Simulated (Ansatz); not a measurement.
**BGePH (quartet): the correlation ladder, cc-pVTZ**

One table from this session's results is given with a row withheld; the runs are named, their logs left out.

Program: Ansatz 0.2.0, Gaussian basis. Level of theory: cc-pVTZ, core rule «outside noble gas», up to 20 orbitals frozen. These are calculated values, not measurements.

The runs, in order: UHF; CCSD(T) on ROHF; CCSD(T) on UHF; BCCD(T) on ROHF; CCSDT(Q) on ROHF; CCSDT(Q) on UHF.

3 further runs of the same task are left out: 3 set aside as unsound or not needed. Runs told in other sessions of the task aren't counted.

## The geometry

The geometry is a PBE0/def2-TZVP stationary point (not a proven minimum) of the parent state, kept for this charge and spin. No spin-orbit coupling is included. The filled d shell of Ge may be among the frozen orbitals whatever the setting's name suggests.

4 atoms, charge 0, spin multiplicity 4.

Atoms are counted from 1 here; the program's logs count them from 0.

Bond lengths: B1–Ge2 1.915 Å, B1–H4 1.182 Å, Ge2–P3 2.037 Å. Angles: Ge2–B1–H4 148.7°, B1–Ge2–P3 165.4°.

As a file:

```csv
atom,x (Å),y (Å),z (Å)
B1,0.0000,-0.2440,1.1731
Ge2,0.0000,0.1059,-0.7096
P3,0.0000,-0.0382,-2.7419
H4,0.0000,0.1763,2.2783
```

The first run:

File in.yaml:

```yaml
crystal:
  periodic: [false, false, false]
  atoms:
    - {symbol: B, position_ang: [0.000018, -0.243966, 1.173147]}
    - {symbol: Ge, position_ang: [0.000018, 0.105928, -0.709609]}
    - {symbol: P, position_ang: [0.000010, -0.038223, -2.741853]}
    - {symbol: H, position_ang: [-0.000047, 0.176261, 2.278315]}
basis:
  gaussian: {orbitals: cc-pVTZ}
magnetization: {spin_polarized: true, initial_magnetization: 3}
hamiltonian: {xc: hf}
output: {orbitals: {seedname: orbitals}}
```

Started as:

```bash
$ ansatz run in.yaml --threads 1 --pin off --events-out ev --progress --plain --max-ram 4096MiB --backend cpu
```

Among the steps run: UHF; CCSD(T) on ROHF; CCSD(T) on UHF; BCCD(T) on ROHF; CCSDT(Q) on ROHF; CCSDT(Q) on UHF.

One table of the session follows, with a row left open; its other results are not shown here.

| method | from RCCSDT(Q) (kJ/mol) |
| --- | --- |
| ROHF | +915.6 |
| UHF | +879.6 |
| RMP2 | +157.3 |
| UMP2 | +169.4 |
| RCCSD | +59.8 |
| UCCSD | ? |
| RCCSD(T) | +9.9 |
| UCCSD(T) | +10.2 |
| BCCD(T) | +9.8 |
| RCCSDT | +4.0 |
| UCCSDT | +3.6 |
| RCCSDT(Q) | 0 |
| UCCSDT(Q) | -0.5 |

Q: Estimate the row for UCCSD from the others.

The run gave: from RCCSDT(Q) (kJ/mol): +57.6. In the column «from RCCSDT(Q) (kJ/mol)» it lies between UCCSD(T) (+10.2) and RCCSD (+59.8).

Caveats from the session: Restricted and unrestricted rows rest on different reference determinants; a gap between their highest levels can come from leftover correlation error, from unlike frozen cores or from another state.
